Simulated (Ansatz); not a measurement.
# C₂H₅FOSe: up Jacob's ladder to CCSD(T)

One table from this session's results is given with a row withheld; the runs are named, their logs left out.

The runs use Ansatz 0.2.0, Gaussian basis; functionals in def2-TZVPP, the program's frozen cores in correlated methods.

Levels to be run: PBE-D4, r2SCAN-D4, PBE0-D4, B3LYP-D4, ωB97X-V, ωB97M-V, B2PLYP; CCSD(T)/def2-TZVPP; MP2/def2-QZVPP; extrapolation to the limit.

## The geometry

The geometry comes from an earlier relaxation with PBE0-D4 in a triple-zeta def2 set; it is a stationary point, not always the lowest conformer.

SMILES `CC(O)(F)[SeH]`, 10 atoms, charge 0, spin multiplicity 1.

Atoms are counted from 1 here; the program's logs count them from 0.

Bond lengths: C1–C2 1.501 Å, C1–H6 1.089 Å, C1–H7 1.089 Å, C1–H8 1.093 Å, C2–O3 1.365 Å, C2–F4 1.378 Å, C2–Se5 1.999 Å, O3–H9 0.964 Å, Se5–H10 1.467 Å. Angles: C2–C1–H6 109.9°, C2–C1–H7 110.1°, C2–C1–H8 108.6°, H6–C1–H7 109.2°, H6–C1–H8 109.5°, H7–C1–H8 109.5°, C1–C2–O3 109.5°, C1–C2–F4 109.0°, C1–C2–Se5 113.3°, O3–C2–F4 109.8°, O3–C2–Se5 108.4°, F4–C2–Se5 106.8°, C2–O3–H9 108.6°, C2–Se5–H10 94.2°.

Coordinates:

```xyz
10
C2H5FOSe
C    -1.1769    0.0067   -0.0022
C     0.3015   -0.2289    0.1057
O     0.6010   -0.6758    1.3602
F     0.6742   -1.1718   -0.8280
Se    1.3913    1.4064   -0.2596
H    -1.4853    0.7660    0.7146
H    -1.4300    0.3397   -1.0073
H    -1.6957   -0.9304    0.2137
H     1.5550   -0.8035    1.4224
H     1.3479    1.2404   -1.7166
```

The first run:

File in.yaml:

```yaml
crystal:
  periodic: [false, false, false]
  atoms:
    - {symbol: C, position_ang: [-1.176908, 0.006669, -0.002202]}
    - {symbol: C, position_ang: [0.301487, -0.228851, 0.105681]}
    - {symbol: O, position_ang: [0.601047, -0.675788, 1.360242]}
    - {symbol: F, position_ang: [0.674174, -1.171808, -0.827981]}
    - {symbol: Se, position_ang: [1.391279, 1.406380, -0.259588]}
    - {symbol: H, position_ang: [-1.485274, 0.765967, 0.714583]}
    - {symbol: H, position_ang: [-1.429954, 0.339713, -1.007304]}
    - {symbol: H, position_ang: [-1.695686, -0.930385, 0.213748]}
    - {symbol: H, position_ang: [1.555017, -0.803543, 1.422413]}
    - {symbol: H, position_ang: [1.347920, 1.240446, -1.716592]}
basis:
  gaussian: {orbitals: def2-TZVPP}
hamiltonian: {xc: pbe, dispersion: d4}
output: {forces: true, orbitals: {seedname: orbitals}}
```

Run with:

```bash
$ ansatz run in.yaml --threads 4 --pin off --events-out ev --progress --plain --max-ram 10444MiB
```

Steps of the session up to this table: PBE-D4 (GGA); r2SCAN-D4 (meta-GGA); PBE0-D4 (hybrid); B3LYP-D4 (hybrid); ωB97X-V (range-separated); ωB97M-V (range-separated); B2PLYP (double hybrid); CCSD(T) in def2-TZVPP; MP2 in def2-QZVPP.

One of the session's tables, all rows but one given; the rest of the session is left out.

```
            method  atomisation energy (eV)
            PBE-D4                   38.875
         r2SCAN-D4                   37.925
           PBE0-D4                   37.835
          B3LYP-D4                   37.593
           ωB97X-V                   37.810
           ωB97M-V                   37.772
            B2PLYP                        ?
     HF/def2-TZVPP                   26.060
    MP2/def2-TZVPP                   37.586
   CCSD/def2-TZVPP                   36.058
CCSD(T)/def2-TZVPP                   36.754
           MP2/CBS                   38.652
       CCSD(T)/CBS                   37.820
```

**Question.** Estimate the row for B2PLYP.

**Answer.** atomisation energy (eV): 37.223. In the column «atomisation energy (eV)» it lies between CCSD(T)/def2-TZVPP (36.754) and MP2/def2-TZVPP (37.586).
